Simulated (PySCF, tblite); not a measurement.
# C₇H₄F₂O: dynamics, then NMR shifts on frames

Aim: move C₇H₄F₂O (`C#C/C=C(/C#C)OC(F)F`) away from its starting geometry and see how NMR shifts follow the geometry.

Programs: tblite 0.8.0 and PySCF 2.14.0, with density-fitted response routines of our own. Each step states its level of theory. These are calculated values for one molecule in the gas phase, unless marked as measured. Atoms are numbered from 0 throughout.

**1. The molecule as given**

14 atoms, charge 0, multiplicity 1; geometry from: GFN2-xTB.

Bonds of the start (Å): C0–C1 1.20, C1–C2 1.40, C2–C3 1.35, C3–C4 1.41, C4–C5 1.20, C3–O6 1.39, O6–C7 1.34, C7–F8 1.34, C7–F9 1.36, C0–H10 1.05, C2–H11 1.08, C5–H12 1.05, C7–H13 1.11.

**2. Dynamics with GFN2-xTB**

Job settings and geometry (Å):

```
{"job": {"kind": "md", "xc": "GFN2-xTB", "basis": "xTB", "temperature": 300, "steps": 2000, "every": 50, "frames": 5}, "charge": 0, "multiplicity": 1}
C      3.151548    -1.460317    -0.009001
C      2.356850    -0.559705    -0.055757
C      1.443110     0.502406    -0.113380
C      0.137318     0.375074     0.187999
C     -0.752608     1.468602     0.106926
C     -1.532120     2.381081     0.037220
O     -0.349662    -0.869889     0.573880
C     -1.642136    -0.962595     0.934094
F     -1.797010    -2.091459     1.638835
F     -2.457860    -1.082983    -0.147872
H      3.841078    -2.249620     0.032237
H      1.816381     1.467880    -0.421944
H     -2.191502     3.193896    -0.037670
H     -2.024064    -0.112845     1.532292
```

With the program's defaults for keys left out, this is: GFN2-xTB Langevin dynamics, gas phase.

The run is started by

```bash
> OMP_NUM_THREADS=1 python probes_run.py task.json out
```

The driver reads the jobs from task.json and runs them one after another.

The log of the run:

```text
t/fs     T/K      E/eV
    0.0   232.4   -827.18927
   25.0   164.9   -826.91592
   50.0   206.7   -826.88378
   75.0   196.3   -826.84170
  100.0   165.5   -826.86100
  125.0   139.4   -826.79809
  150.0   289.6   -826.86741
  175.0   270.7   -826.80350
  200.0   253.8   -826.62332
  225.0   276.6   -826.80512
  250.0   314.0   -826.81761
  275.0   293.0   -826.70063
  300.0   227.2   -826.66642
  325.0   366.3   -826.81774
  350.0   343.7   -826.64126
  375.0   290.7   -826.61199
  400.0   236.3   -826.54435
  425.0   253.3   -826.54273
  450.0   318.3   -826.72670
  475.0   374.9   -826.83759
  500.0   285.6   -826.75966
  525.0   266.1   -826.58848
  550.0   268.2   -826.63435
  575.0   317.7   -826.73169
  600.0   363.2   -826.71212
  625.0   342.3   -826.61930
  650.0   347.6   -826.66099
  675.0   224.1   -826.63355
  700.0   229.8   -826.66252
  725.0   184.2   -826.71428
  750.0   227.4   -826.79533
  775.0   246.2   -826.89933
  800.0   284.5   -826.95006
  825.0   234.7   -826.82106
  850.0   324.0   -826.76128
  875.0   230.6   -826.74510
  900.0   279.3   -826.89833
  925.0   231.4   -826.79598
  950.0   246.6   -826.87186
  975.0   235.2   -826.83847
 1000.0   287.8   -826.83607
```

Wall time 21 s (1 thread of Arm Neoverse N1, shared host); peak memory 0.18 GiB.

Distance from the start (root mean square after alignment): 0 fs 0.00 Å, 200 fs 0.29 Å, 400 fs 0.28 Å, 600 fs 0.32 Å, 800 fs 0.16 Å, 1000 fs 0.30 Å.

Positions (Å) and forces (eV/Å) at 1000 fs:

```xyz
14

C     3.026   -2.096    0.372    1.142   -1.088    0.062
C     2.217   -1.244    0.178   -0.648    0.838    0.469
C     1.468   -0.073    0.237   -0.104    0.179   -0.493
C     0.202    0.075    0.623   -1.336   -0.417    1.513
C    -0.522    1.302    0.628    0.448    0.472   -0.127
C    -1.017    2.405    0.664    0.782   -1.612   -0.250
O    -0.439   -1.037    1.251   -0.163    0.278   -0.486
C    -1.346   -0.765    2.215    0.510    0.636    0.276
F    -1.535   -1.863    2.954    0.084   -0.021   -0.068
F    -2.582   -0.460    1.709    0.540    0.115    0.244
H     3.778   -2.822    0.436   -0.113   -0.214   -0.058
H     2.000    0.792   -0.080    0.190    0.620   -0.496
H    -1.411    3.326    0.436   -0.546    0.831    0.109
H    -0.973    0.069    2.918   -0.786   -0.617   -0.695
```

**3. Shielding tensors: 250 fs, PBE0/pcSseg-1**

Job settings and geometry (Å):

```
{"job": {"kind": "nmr", "xc": "PBE0", "basis": "pcSseg-1", "pop": false}, "charge": 0, "multiplicity": 1}
C      2.898300    -1.837700    -0.261300
C      2.119400    -0.949900    -0.135900
C      1.228000     0.141000    -0.043700
C     -0.072900     0.064300     0.254600
C     -0.905400     1.176300     0.278900
C     -1.496400     2.212700     0.391700
O     -0.630700    -1.195300     0.429000
C     -1.603600    -1.277700     1.306700
F     -1.762000    -2.468000     1.842400
F     -2.820800    -0.920800     0.712200
H      3.644900    -2.585700    -0.150400
H      1.653700     1.127300    -0.204600
H     -2.192500     3.092600     0.278300
H     -1.464000    -0.623900     2.220100
```

Method: GIAO PBE0/pcSseg-1 NMR shielding, non-relativistic, gas phase.

The log of the run:

```text
coarse grid: 13344 points
cycle   1  E = -542.9934943632  dE =  1.926e+00  |g| = 9.180e-01  |ddm| = 3.869e+00
cycle   2  E = -542.8687317610  dE =  1.248e-01  |g| = 1.274e+00  |ddm| = 1.749e+00
cycle   3  E = -543.1417944315  dE = -2.731e-01  |g| = 1.594e-01  |ddm| = 1.026e+00
cycle   4  E = -543.1455904359  dE = -3.796e-03  |g| = 1.062e-01  |ddm| = 2.244e-01
cycle   5  E = -543.1481965529  dE = -2.606e-03  |g| = 2.690e-02  |ddm| = 8.592e-02
cycle   6  E = -543.1483506132  dE = -1.541e-04  |g| = 9.664e-03  |ddm| = 3.315e-02
cycle   7  E = -543.1483734578  dE = -2.284e-05  |g| = 2.498e-03  |ddm| = 1.012e-02
cycle   8  E = -543.1483749234  dE = -1.466e-06  |g| = 5.302e-04  |ddm| = 2.834e-03
final grid: 134360 points
cycle   9  E = -543.2332044814  dE = -3.925e-05  |g| = 9.385e-03  |ddm| = 5.238e-02
cycle  10  E = -543.2331905716  dE =  1.391e-05  |g| = 1.317e-02  |ddm| = 1.671e-02
cycle  11  E = -543.2332200561  dE = -2.948e-05  |g| = 1.499e-03  |ddm| = 9.979e-03
cycle  12  E = -543.2332205079  dE = -4.518e-07  |g| = 5.900e-04  |ddm| = 1.676e-03
cycle  13  E = -543.2332205817  dE = -7.377e-08  |g| = 2.042e-04  |ddm| = 5.559e-04
cycle  14  E = -543.2332205907  dE = -9.053e-09  |g| = 8.799e-05  |ddm| = 2.037e-04
cycle  15  E = -543.2332205923  dE = -1.539e-09  |g| = 1.884e-05  |ddm| = 7.414e-05
cycle  16  E = -543.2332205923  dE = -6.276e-11  |g| = 1.018e-05  |ddm| = 2.181e-05
converged SCF energy = -543.2332205923

GIAO shielding tensors (ppm)
atom      isotropic    diamagn.    paramagn.     s11        s22        s33       span
  0 C       84.458     261.018    -176.560     27.543     42.480    183.353    155.810
  1 C      105.023     251.191    -146.169      2.229     16.657    296.181    293.952
  2 C       71.810     256.626    -184.815    -27.829     93.772    149.487    177.316
  3 C       39.823     251.936    -212.113    -61.468     74.162    106.777    168.245
  4 C      105.663     255.491    -149.828      7.822     11.081    298.085    290.263
  5 C       83.727     264.768    -181.040     22.407     40.991    187.784    165.376
  6 O      164.591     400.456    -235.865    126.367    145.043    222.363     95.996
  7 C       63.736     237.237    -173.501     43.803     69.555     77.850     34.047
  8 F      281.595     465.901    -184.305    193.208    320.147    331.430    138.222
  9 F      239.696     471.775    -232.079    140.944    219.104    359.041    218.097
 10 H       27.874      32.280      -4.406     24.243     24.872     34.506     10.263
 11 H       25.799      28.572      -2.773     21.914     26.136     29.347      7.432
 12 H       26.190      29.941      -3.751     22.557     23.215     32.798     10.241
 13 H       24.783      26.552      -1.769     21.207     25.487     27.656      6.449
```

It took 53 s on 1 thread of Arm Neoverse N1, shared host; peak memory 0.84 GiB.

The references, computed at this level on geometries of the same kind, shield at (ppm): 1H TMS 31.72, 13C TMS 186.9, 19F CFCl3 170.9, 17O H2O 336.1. Their shielding less the atom's gives the shift. The references are single molecules in the gas phase, so shifts against H2O, NH3, PH3, H3PO4 or CFCl3 are not on the usual liquid scales and can be off by tens of ppm. Each atom is listed at this fixed geometry, with no averaging over motion; a spectrum would average atoms that exchange fast.

| atoms | environment | σ (ppm) | δ (ppm) |
| --- | --- | --- | --- |
| C3 | alkene carbon bearing oxygen | 39.8 | 147.1 |
| C7 | sp3 CH bonded to 2 F and O | 63.7 | 123.2 |
| C2 | β carbon of an enol-ether or enamine type C=C | 71.8 | 115.1 |
| C5 | terminal alkyne carbon | 83.7 | 103.2 |
| C0 | terminal alkyne carbon | 84.5 | 102.5 |
| C1 | alkyne carbon | 105.0 | 81.9 |
| C4 | alkyne carbon | 105.7 | 81.3 |
| H13 | hydrogen on an sp3 CH bonded to 2 F and O | 24.78 | 6.93 |
| H11 | hydrogen on a β carbon of an enol-ether or enamine type C=C | 25.80 | 5.92 |
| H12 | hydrogen on a terminal alkyne carbon | 26.19 | 5.53 |
| H10 | hydrogen on a terminal alkyne carbon | 27.87 | 3.84 |
| O6 | ether oxygen | 164.6 | 171.5 |
| F9 | fluorine of a CF2 group | 239.7 | -68.8 |
| F8 | fluorine of a CF2 group | 281.6 | -110.6 |

**4. Nuclear shieldings: 425 fs, PBE0/pcSseg-1**

Job settings and geometry (Å):

```
{"job": {"kind": "nmr", "xc": "PBE0", "basis": "pcSseg-1", "pop": false}, "charge": 0, "multiplicity": 1}
C      2.561000    -2.312000    -0.470700
C      1.908300    -1.298700    -0.480500
C      1.175100    -0.009600    -0.455600
C      0.173100     0.075400     0.434300
C     -0.591000     1.269600     0.551100
C     -1.337900     2.157300     0.731000
O     -0.246900    -0.961700     1.246100
C     -1.593700    -0.987100     1.573900
F     -1.864600    -2.141300     2.252700
F     -2.297300    -1.100000     0.385600
H      3.070500    -3.089400    -0.969700
H      1.569400     0.820600    -1.052200
H     -1.905000     3.054700     0.904800
H     -2.108400    -0.155200     2.061800
```

Level: GIAO PBE0/pcSseg-1 NMR shielding, non-relativistic, gas phase.

The log of the run:

```text
coarse grid: 13344 points
cycle   1  E = -542.9663692128  dE =  1.726e+00  |g| = 9.467e-01  |ddm| = 3.826e+00
cycle   2  E = -542.8018937705  dE =  1.645e-01  |g| = 1.380e+00  |ddm| = 1.725e+00
cycle   3  E = -543.1267106826  dE = -3.248e-01  |g| = 1.783e-01  |ddm| = 1.044e+00
cycle   4  E = -543.1313800535  dE = -4.669e-03  |g| = 1.195e-01  |ddm| = 2.205e-01
cycle   5  E = -543.1347585175  dE = -3.378e-03  |g| = 2.643e-02  |ddm| = 8.933e-02
cycle   6  E = -543.1349029698  dE = -1.445e-04  |g| = 8.823e-03  |ddm| = 3.024e-02
cycle   7  E = -543.1349192966  dE = -1.633e-05  |g| = 3.332e-03  |ddm| = 9.094e-03
cycle   8  E = -543.1349218149  dE = -2.518e-06  |g| = 7.783e-04  |ddm| = 3.341e-03
final grid: 134360 points
cycle   9  E = -543.2230838367  dE = -4.330e-05  |g| = 1.068e-02  |ddm| = 4.858e-02
cycle  10  E = -543.2230599771  dE =  2.386e-05  |g| = 1.594e-02  |ddm| = 1.966e-02
cycle  11  E = -543.2231039326  dE = -4.396e-05  |g| = 1.941e-03  |ddm| = 1.213e-02
cycle  12  E = -543.2231047058  dE = -7.732e-07  |g| = 7.326e-04  |ddm| = 1.952e-03
cycle  13  E = -543.2231048208  dE = -1.150e-07  |g| = 2.304e-04  |ddm| = 6.844e-04
cycle  14  E = -543.2231048318  dE = -1.091e-08  |g| = 1.042e-04  |ddm| = 2.293e-04
cycle  15  E = -543.2231048339  dE = -2.133e-09  |g| = 2.219e-05  |ddm| = 8.150e-05
cycle  16  E = -543.2231048340  dE = -8.856e-11  |g| = 1.222e-05  |ddm| = 2.421e-05
converged SCF energy = -543.2231048340

GIAO shielding tensors (ppm)
atom      isotropic    diamagn.    paramagn.     s11        s22        s33       span
  0 C       87.750     266.117    -178.367     10.070     43.523    209.656    199.586
  1 C       90.573     257.980    -167.407    -20.086      1.365    290.440    310.525
  2 C       74.415     253.214    -178.798    -24.235    101.443    146.038    170.273
  3 C       38.538     251.726    -213.188    -63.678     68.321    110.971    174.649
  4 C      106.631     257.114    -150.483     10.172     14.752    294.968    284.797
  5 C       94.627     259.505    -164.877     30.612     47.149    206.121    175.509
  6 O      144.937     399.510    -254.572     89.390    124.098    221.324    131.933
  7 C       55.801     234.346    -178.545     40.970     58.214     68.219     27.249
  8 F      268.806     466.635    -197.829    166.160    293.875    346.383    180.223
  9 F      238.683     475.028    -236.345    137.266    236.986    341.797    204.532
 10 H       27.703      30.986      -3.284     23.004     24.739     35.365     12.360
 11 H       25.156      28.032      -2.876     22.100     25.247     28.121      6.021
 12 H       28.122      32.088      -3.966     24.040     24.511     35.815     11.776
 13 H       24.202      26.263      -2.061     20.749     24.888     26.968      6.219
```

It took 52 s on 1 thread of Arm Neoverse N1, shared host; peak memory 0.85 GiB.

Key values: δ C3 148.4, C7 131.1, C2 112.5, C0 99.2, H13 7.52, H11 6.56 ppm.

(Part 1 of 2 ends here.)
